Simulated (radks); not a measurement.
# Fe²⁺ in [Ne] 3s1 3p6 3d6 4d1: an all-electron calculation

The task here is to estimate one member of a computed series from the others.

The numbers are computed with radks (a radial shooting solver on a logarithmic mesh, Libxc functionals) version 1 (non-relativistic Kohn-Sham, r2SCAN, spin-unpolarised, spherical densities, point nucleus), except any that are marked as measured or tabulated.

## What is computed

```
element       : iron (Z = 26)
charge        : +2
electrons     : 24
configuration : [Ne] 3s1 3p6 3d6 4d1
```

The outer shells:

Fe²⁺
```
[Ne] core
3s [↑ ]
3p [↑↓][↑↓][↑↓]
3d [↑↓][↑ ][↑ ][↑ ][↑ ]
4d [↑ ][  ][  ][  ][  ]
```

The first run:

Settings of this run:

```text
Z 26
configuration [Ne] 3s1 3p6 3d6 4d1
relativity non-relativistic
functional r2scan,r2scan
spin unpolarised
nucleus point
```

One table of the session follows, with a row left open; its other results are not shown here.

It belongs to the step «Radial structure». Sizes of the orbitals, from the radial functions (bohr):

```
level      <r>  outermost maximum (interpolated)  90 % within  nodes
   1s  0.05915                            0.0390        0.105      0
   2s        ?                                 ?            ?      ?
   2p   0.2365                             0.181        0.387      0
   3s   0.8112                             0.705         1.21      2
   3p   0.8464                             0.713         1.30      1
   3d   0.9793                             0.694         1.64      0
   4d    4.099                              3.63         6.03      1
```

Estimate the missing values for 2s.

**Answer.** <r>: 0.2694; outermost maximum (interpolated): 0.225; 90 % within: 0.417; nodes: 1. In the column «<r>» it lies between 2p (0.2365) and 3s (0.8112).
